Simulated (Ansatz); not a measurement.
**C2H5Cl3HfSe: how energies converge with the basis set**

One table from this session's results is given with a row withheld; the runs are named, their logs left out.

Computed with Ansatz 0.2.0, Gaussian basis. Level: one geometry, several basis sets.

Levels to be run: PBE0-D4/def2-SVP; ωB97M-V/def2-SVP; PBE0-D4/def2-QZVPP; ωB97M-V/def2-QZVPP; the functionals' def2-TZVPP values are taken from earlier runs.

## Structure used throughout

The geometry comes from an earlier relaxation with PBE0-D4 in a triple-zeta def2 set; it is a stationary point, not always the lowest conformer. Hf takes the def2 core potential; no spin-orbit term is included.

SMILES `CC[Se][Hf]([Cl])([Cl])[Cl]`, 12 atoms, charge 0, spin multiplicity 1.

Atoms are counted from 1 here; the program's logs count them from 0.

Bond lengths: C1–C2 1.510 Å, C1–H8 1.091 Å, C1–H9 1.094 Å, C1–H10 1.091 Å, C2–Se3 1.990 Å, C2–H11 1.098 Å, C2–H12 1.089 Å, Se3–Hf4 2.516 Å, Hf4–Cl5 2.319 Å, Hf4–Cl6 2.335 Å, Hf4–Cl7 2.334 Å. Angles: C2–C1–H8 111.2°, C2–C1–H9 109.9°, C2–C1–H10 111.1°, H8–C1–H9 108.2°, H8–C1–H10 108.2°, H9–C1–H10 108.2°, C1–C2–Se3 111.8°, C1–C2–H11 110.6°, C1–C2–H12 113.0°, Se3–C2–H11 110.6°, Se3–C2–H12 104.7°, H11–C2–H12 105.9°, C2–Se3–Hf4 86.0°, Se3–Hf4–Cl5 107.3°, Se3–Hf4–Cl6 108.4°, Se3–Hf4–Cl7 109.3°, Cl5–Hf4–Cl6 111.3°, Cl5–Hf4–Cl7 111.0° and more.

Set-up of the first run:

The input, in.yaml:

```yaml
crystal:
  periodic: [false, false, false]
  atoms:
    - {symbol: C, position_ang: [0.270856, -0.721089, 1.779533]}
    - {symbol: C, position_ang: [0.356656, -0.942122, 0.288496]}
    - {symbol: Se, position_ang: [1.658392, 0.296265, -0.567677]}
    - {symbol: Hf, position_ang: [-0.335024, 1.316876, -1.713751]}
    - {symbol: Cl, position_ang: [0.434979, 3.106436, -2.971357]}
    - {symbol: Cl, position_ang: [-1.845677, 2.019768, -0.077931]}
    - {symbol: Cl, position_ang: [-1.351006, -0.286634, -3.072155]}
    - {symbol: H, position_ang: [-0.092935, 0.281635, 2.008645]}
    - {symbol: H, position_ang: [-0.418942, -1.444429, 2.224407]}
    - {symbol: H, position_ang: [1.246899, -0.845417, 2.251105]}
    - {symbol: H, position_ang: [-0.634041, -0.842626, -0.174906]}
    - {symbol: H, position_ang: [0.709842, -1.938684, 0.025580]}
basis:
  gaussian: {orbitals: def2-SVP}
hamiltonian: {xc: pbe0, dispersion: d4}
output: {orbitals: {seedname: orbitals}}
```

On the command line:

```sh
$ ansatz run in.yaml --threads 2 --pin off --events-out ev --progress --plain --max-ram 22528MiB --backend cpu
```

Among the steps run: PBE0-D4 in def2-SVP; ωB97M-V in def2-SVP; PBE0-D4 in def2-QZVPP; ωB97M-V in def2-QZVPP.

One table of the session follows, with a row left open; its other results are not shown here.

It belongs to the step «Functionals by basis». 

| functional | basis | HOMO (eV) | LUMO (eV) |
| --- | --- | --- | --- |
| PBE0-D4 | def2-SVP | -7.35 | -2.13 |
| PBE0-D4 | def2-TZVPP | -7.33 | -2.07 |
| PBE0-D4 | def2-QZVPP | -7.34 | -2.10 |
| ωB97M-V | def2-SVP | ? | ? |
| ωB97M-V | def2-TZVPP | -9.41 | -0.03 |
| ωB97M-V | def2-QZVPP | -9.42 | -0.08 |

Q: Estimate the row for ωB97M-V, def2-SVP from the others.

The run gave: HOMO (eV): -9.41; LUMO (eV): -0.07.
